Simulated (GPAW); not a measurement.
The system is CuPd3.

```
Pd Cu
1.0
    -1.90532    1.90532    3.91218
     1.90532   -1.90532    3.91218
     1.90532    1.90532   -3.91218
Pd Cu
3 1
Cartesian
  0.0000 0.0000 3.9122
  1.9053 0.0000 1.9561
  0.0000 1.9053 1.9561
  0.0000 0.0000 0.0000
```

The cell comes from a database or a generator and needn't be the stable form of this composition.

Base run:

| Item | Value |
| --- | --- |
| Program | GPAW 26.7.0 |
| Functional | PBEsol |
| Potentials or basis | PAW data sets generated in the run's folder for this functional |
| Cutoff | 600 eV |
| Basis | pw |
| k mesh | 7 × 7 × 7 |
| Occupations | fermi-dirac, width 0.05 eV |
| Spin | no spin polarisation |

Its results: pressure -4.1 GPa.

The run is repeated on the same cell with these changes: functional from PBEsol to LDA; potentials or basis from PAW data sets generated in the run's folder for this functional to the program's PAW data sets (release 1.2.1) made for this functional. What comes out?

Pressure -10.2 GPa.

Caveats: with this Cu data set, volumes or pressures lay over 1.5 % or 2 GPa off other programs in two to four cells of ten.
